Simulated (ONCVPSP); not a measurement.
# Holmium: generating and testing an ONCV potential

Task: generate the file, and judge it by its errors in other configurations, its logarithmic derivatives, its ghosts and its cutoff.

Method: ONCVPSP 4.0.1.1 (patched build), PBEsol, scalar-relativistic.

### Step 1. Starting point

The settings as typed:

* element: holmium (Ho, Z = 67)
* type: optimised norm-conserving Vanderbilt (ONCV)
* frozen core: [Kr] 4d10
* valence charge: 21
* reference configuration: 4f10 5s2 5p6 5d1 6s2
* partial waves: 5s+6s: rc 2.05 bohr, ncon 3, nbas 6, qcut 4.4 1/bohr, 2 projectors; 5p: rc 1.70 bohr, ncon 5, nbas 10, qcut 5.3 1/bohr, 2 projectors, debl 0.6 Ha; 5d: rc 3.20 bohr, ncon 4, nbas 8, qcut 4 1/bohr, 2 projectors, debl 0.6 Ha; 4f: rc 0.75 bohr, ncon 3, nbas 7, qcut 22 1/bohr, local
* local potential: the f channel
* core correction: polynomial model core, fcfact 0.25

The outer shells as boxes (Hund's rule for the drawing; the calculation is spin-unpolarised):

```
[Kr] core
4d [↑↓][↑↓][↑↓][↑↓][↑↓]
4f [↑↓][↑↓][↑↓][↑ ][↑ ][↑ ][↑ ]
5s [↑↓]
5p [↑↓][↑↓][↑↓]
5d [↑ ][  ][  ][  ][  ]
6s [↑↓]
```

### Step 2. Generating the potential

Ho.dat reads:

```
# ATOM AND REFERENCE CONFIGURATION
# atsym  z   nc   nv     iexc    psfile
  Ho 67.00    9    5  -116133      upf
#
#   n    l    f
    1    0    2.00
    2    0    2.00
    2    1    6.00
    3    0    2.00
    3    1    6.00
    3    2   10.00
    4    0    2.00
    4    1    6.00
    4    2   10.00
    4    3   10.00
    5    0    2.00
    5    1    6.00
    5    2    1.00
    6    0    2.00
#
# PSEUDOPOTENTIAL AND OPTIMIZATION
# lmax
    3
#
#   l,   rc,      ep,       ncon, nbas, qcut
    0    2.05    0.00    3    6    4.40
    1    1.70    0.00    5   10    5.30
    2    3.20    0.00    4    8    4.00
    3    0.75    0.00    3    7   22.00
#
# LOCAL POTENTIAL
# lloc, lpopt,  rc(5),   dvloc0
    3    5    0.75    0.00
#
# VANDERBILT-KLEINMAN-BYLANDER PROJECTORs
# l, nproj, debl
    0    2    3.50
    1    2    0.60
    2    2    0.60
    3    0    3.40
#
# MODEL CORE CHARGE
# icmod, fcfact, rcfact
    1    0.25    0.00
#
# LOG DERIVATIVE ANALYSIS
# epsh1, epsh2, depsh
   -4.00    5.00    0.02
#
# OUTPUT GRID
# rlmax, drl
    6.00    0.01
#
# TEST CONFIGURATIONS
# ncnf
    4
# nvcnf
#   n    l    f
    5
    4    3   11.00
    5    0    2.00
    5    1    6.00
    5    2    0.00
    6    0    2.00
#
    5
    4    3   11.00
    5    0    2.00
    5    1    6.00
    5    2    0.00
    6    0    1.00
#
    5
    4    3   11.00
    5    0    2.00
    5    1    6.00
    5    2    0.00
    6    0    0.00
#
    5
    4    3   10.00
    5    0    2.00
    5    1    6.00
    5    2    1.00
    6    0    1.00
#
```

Started as:

```sh
$ oncvpsp.x < Ho.dat > Ho.out
```

**Question.** What will these runs give? Wanted: cutoffs for 1 and 0.1 mHa per electron, occupied waves; bound ghosts; GHOST(+) flags; largest test error; largest phase difference near zero energy, channels read; rms error of d²Exc/dn², without and with the model core; projector energies reset by the program.

As calculated:

```
                                                quantity                                                               value
  cutoffs for 1 and 0.1 mHa per electron, occupied waves                                                   202 Ha and 221 Ha
                                            bound ghosts  s at -1006.20 eV, s at -50.39 eV, p at -635.27 eV, d at -356.77 eV
                                          GHOST(+) flags                                                  none at low energy
                            largest test error (AE − PS)                                   -58 meV, for 4f11 5s2 5p6 5d0 6s1
largest phase difference near zero energy, channels read                                                           0.002 rad
 rms error of d²Exc/dn², without and with the model core                                                   5.89 and 2.52 mHa
                 projector energies reset by the program                                                 p: -1.071, 0.250 Ha
```

A bound ghost (s, p, d) makes it unfit for use: electrons can fall into a state that the atom doesn't have. By total energies transferability is fair: the largest error is 58 meV on 1.7 eV, for 4f11 5s2 5p6 5d0 6s1. By its cutoff, 202 Ha for the looser tolerance, it is very hard. At the looser tolerance the 4f wave is the slowest; 5p needs 27 Ha. Near zero energy the phases of the channels with partial waves agree within 0.002 rad. These are tests on the free atom; a crystal test is still owed.
